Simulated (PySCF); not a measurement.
# CH7GePS: the cost of one run

Programs: PySCF 2.14.0, with density-fitted response routines of our own. Each step states its level of theory. These are calculated values for one molecule in the gas phase, unless marked as measured. Atoms are numbered from 0 throughout.

## Step 1: The molecule as given

11 atoms, charge 0, multiplicity 1; geometry from: GFN2-xTB. The atoms were then displaced at random by about 0.01 Å, so the start is not that level's minimum.

Bonds of the start (Å): C0–S1 1.81, S1–Ge2 2.21, Ge2–P3 2.36, C0–H4 1.10, C0–H5 1.06, C0–H6 1.10, Ge2–H7 1.51, Ge2–H8 1.50, P3–H9 1.36, P3–H10 1.39.

## Step 2: Geometry optimisation at PBE0-D3(BJ)/def2-SVP

The job: settings as JSON, then the geometry in Å.

```
{"job": {"xc": "PBE0", "basis": "def2-SVP", "d3": "d3bj", "grid": 1, "shake": 0.01, "kind": "geom"}, "charge": 0, "multiplicity": 1}
C     -2.249170    -0.071870     0.059960
S     -0.834390     0.847220     0.716920
Ge     0.787430    -0.358560    -0.188920
P      2.904190     0.392950     0.526520
H     -2.227100    -0.078040    -1.039440
H     -2.297540    -1.049040     0.458050
H     -3.135920     0.504140     0.379370
H      0.581690    -1.807120     0.203240
H      0.567450    -0.371780    -1.675450
H      3.424840     0.252510    -0.726250
H      2.516620     1.713760     0.310260
```

On the command line:

```bash
OMP_NUM_THREADS=1 python probes_run.py task.json out
```

One launch serves the whole session: the jobs run in the order shown.

Q: Estimate the wall time and peak memory of this first job on 1 thread of Arm Neoverse V2, shared host.

About 71 s, with a peak of 0.49 GiB.
